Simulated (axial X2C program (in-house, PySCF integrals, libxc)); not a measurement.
# A two-component session on TiN⁺: properties at the nuclei

Aim: properties at the nuclei of TiN⁺, with spin–orbit coupling in the Hamiltonian from the start.

Program: an in-house X2C program for linear molecules on PySCF integrals. Level of theory: two-component X2C with atomic mean-field terms, Ti dyall-cv3z, N dyall-av3z. These are calculated values, not measurements.

### Step 1. Set-up

Contents of task.json:

```json
{
 "zs": [
  22,
  7
 ],
 "q": 1,
 "bas": [
  "dyall-cv3z",
  "dyall-av3z"
 ],
 "r0": 1.77,
 "levels": [
  "PBE0",
  "HF",
  "PBE",
  "TPSSh",
  "BP86"
 ],
 "nst": 3
}
```

Keys: zs atomic numbers; q charge; bas basis sets; r0 starting distance in Å; levels methods (HF also brings MP2); nst determinants followed.

Started as:

```console
python soeom.py task.json out
```

Further steps of the session: Expectation values, lowest determinant; Expectation values, a higher determinant; Expectation values, a higher determinant.

Before running it: what results should come out? Wanted: lowest determinant; qzz Ti; qzz N; higher determinant; Eeff magnitude; Ws magnitude Ti; A∥/gI Ti (for each run or level that gives them).

The runs gave:

| quantity | value |
| --- | --- |
| lowest determinant | Ω = 0 (closed shell) |
| qzz Ti (a.u.), PBE0 | -1.78 |
| qzz N (a.u.), PBE0 | -0.25 |
| higher determinant | Ω = 1 (excess of +ω over −ω: ω = -1/2, ω = 3/2) |
| Eeff magnitude (GV/cm), PBE0, higher determinant | 0.171 |
| Ws magnitude Ti (kHz), PBE0, higher determinant | 0.072 |
| A∥/gI Ti (MHz), PBE0, higher determinant | 363 |
| qzz Ti (a.u.), PBE0, higher determinant | 0.12 |
| higher determinant | Ω = 3 (excess of +ω over −ω: ω = 1/2, ω = 5/2) |
| Eeff magnitude (GV/cm), PBE0, higher determinant | 0.171 |
| Ws magnitude Ti (kHz), PBE0, higher determinant | 0.024 |
| A∥/gI Ti (MHz), PBE0, higher determinant | 117 |
| qzz Ti (a.u.), PBE0, higher determinant | 0.11 |

In words: The expectation values come from single determinants, which for open shells can mix terms of unlike spin or miss the lowest Ω, so a determinant need not be a state. Eeff is the effective electric field on the electron dipole moment in this Ω state and Ws the scalar–pseudoscalar constant (defined with the proton number Z and per Ω); A∥ is the parallel hyperfine constant, which follows by multiplying with the nuclear g factor gI = μI/(I μN); qzz is the electric field gradient, eQq0 = 234.96 MHz × Q/barn × qzz. The operators were transformed with the bare-nucleus X2C matrices.
